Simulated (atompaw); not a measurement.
# Rubidium: generating and testing a PAW (atompaw) potential

Task: generate the file, and judge it by its logarithmic derivatives, its ghosts and its cutoff.

The numbers are computed with atompaw 4.2.0.5 (PBE, scalar-relativistic, spin-unpolarised reference atom).

## (1) The design

The settings as typed:

```
element                 : rubidium (Rb, Z = 37)
type                    : PAW
frozen core             : [Ar] 3d10
valence charge          : 9
reference configuration : 4s2 4p6 4d1 5s0 5p0
partial waves           : 4s (bound): rc 2.15 bohr; 5s (bound, empty): rc 3.00 bohr; 4p (bound): rc 2.10 bohr; 5p (bound, empty): rc 3.00 bohr; 4d (bound): rc 3.00 bohr; 4d channel at 1.9 Ry: rc 3.00 bohr
local potential         : bessel scheme, radius 2.75 bohr
core correction         : smooth core density matched at 2.50 bohr
augmentation charge     : besselshape compensation charge, radius 2.40 bohr; PAW radius 3.00 bohr; waves and projectors: custom rrkj vanderbiltortho
```

The nodes and maxima of the atom's own shells, from an earlier all-electron run, set the scale for the radii.

All-electron outer shells of the reference configuration (PBE, scalar-relativistic, ld1.x):

```json
{"shell": "3p", "level (eV)": "-226.15", "outermost node (bohr)": "0.19", "outermost maximum (bohr)": "0.44"}
{"shell": "3d", "level (eV)": "-105.23", "outermost node (bohr)": "–", "outermost maximum (bohr)": "0.39"}
{"shell": "4s", "level (eV)": "-33.11", "outermost node (bohr)": "0.62", "outermost maximum (bohr)": "1.25"}
{"shell": "4p", "level (eV)": "-17.18", "outermost node (bohr)": "0.64", "outermost maximum (bohr)": "1.42"}
{"shell": "5s", "level (eV)": "-2.86", "outermost node (bohr)": "1.78", "outermost maximum (bohr)": "4.11"}
{"shell": "5p", "level (eV)": "-1.33", "outermost node (bohr)": "2.19", "outermost maximum (bohr)": "6.53"}
{"shell": "4d", "level (eV)": "-0.63", "outermost node (bohr)": "0.70", "outermost maximum (bohr)": "6.95"}
```

## (2) Generation

The input, Rb.input:

```
Rb 37
GGA-PBE scalarrelativistic loggrid 1500 logderivrange -4 5 226
5 5 4 0 0 0
5 0 0
5 1 0
4 2 1
0 0 0
c
c
c
v
v
c
c
v
v
c
v
2
3.00 2.40 2.75 2.50
n
n
y
1.9
n
custom rrkj vanderbiltortho besselshape
bessel
2.15
3.00
2.10
3.00
3.00
3.00
PWSCFOUT
UPFDX 0.0125d0 UPFXMIN -7.d0 UPFZMESH 37.d0
END
```

Command:

```bash
$ atompaw < Rb.input > Rb.log
```

Q: Predict the outcome of this session. Wanted: cutoffs for 10 and 1 mRy, occupied levels; bound ghosts; largest phase difference near zero energy, channels read; lowest eigenvalue of the overlap; share of valence orbitals outside the PAW sphere; UPF file.

**Answer**, as computed:

| quantity | value |
| --- | --- |
| cutoffs for 10 and 1 mRy, occupied levels | 18 Ry and 30 Ry |
| bound ghosts | none found |
| largest phase difference near zero energy, channels read | 0.022 rad |
| lowest eigenvalue of the overlap (Bessel basis) | 0.046 (p) |
| share of valence orbitals outside the PAW sphere | 4s 1 %, 5s 89 %, 4p 5 %, 5p 98 %, 4d 89 % |
| UPF file | written |

**Reading.** By its cutoff, 18 Ry for the looser tolerance, it is soft on the atom at that tolerance. The slowest occupied level is 4p: taken alone it needs 18 Ry to come within 1 mRy, against 12 Ry for 4s. The Bessel-basis test finds no level below the valence levels. Near zero energy the phases of the channels with partial waves agree within 0.022 rad. All of this concerns the isolated atom, not yet a solid.
